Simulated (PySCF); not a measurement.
# C22H10: the cost of one run

Programs: PySCF 2.14.0, with routines of our own; each step states its level. All values are computed. Atoms count from 0.

### 1 The system as given

32 atoms, charge 0, multiplicity 1; geometry from: GFN2-xTB.

### 2 NMR shifts: GIAO B97-D/pcseg-0

The job: settings as JSON, then the geometry in Å.

```
{"job": {"kind": "nmr", "basis": "pcseg-0", "pop": false, "xc": "B97-D"}, "charge": 0, "multiplicity": 1}
C      1.421171    -0.572496     0.454678
C      1.151682    -1.133935    -0.818816
C      0.684837    -0.100145    -1.674814
C      0.660395     1.111983    -0.940048
C      1.159745     0.813334     0.348928
C      0.655409     1.474639     1.422737
C      0.519672     0.839598     2.689991
C      0.819487    -0.502258     2.802534
C      1.203602    -1.265830     1.641766
C      1.033574    -2.676895     1.457404
C      0.831903    -3.238222     0.220012
C      0.749984    -2.448665    -0.969914
C      0.059531    -2.731453    -2.194830
C     -0.390735    -1.734924    -3.019825
C     -0.198972    -0.347806    -2.709342
C     -0.983328     0.780327    -3.107250
C     -1.046731     1.928289    -2.355525
C     -0.311678     2.088741    -1.135710
C     -0.707267     2.877722     0.003968
C     -0.256212     2.557417     1.267687
C     -0.768937     2.759307     2.626407
C     -0.323579     1.773430     3.442844
H      0.584468    -1.039282     3.712296
H      0.963325    -3.307921     2.333315
H      0.612668    -4.295419     0.156330
H     -0.197925    -3.757477    -2.419722
H     -0.993445    -1.995248    -3.879236
H     -1.636022     0.681166    -3.964035
H     -1.749791     2.699450    -2.640746
H     -1.508725     3.593655    -0.123625
H     -1.451621     3.542078     2.905768
H     -0.595514     1.645802     4.475686
```

With the program's defaults for keys left out, this is: GIAO B97-D/pcseg-0 NMR shielding, non-relativistic, gas phase.

Started as:

```console
> OMP_NUM_THREADS=1 python large_run.py task.json out
```

This one command runs all jobs of the session in turn.

**Question.** How long does this first job take on 1 thread of Arm Neoverse N1, shared host, and how much memory does it need?

About 33 s, with a peak of 0.54 GiB.
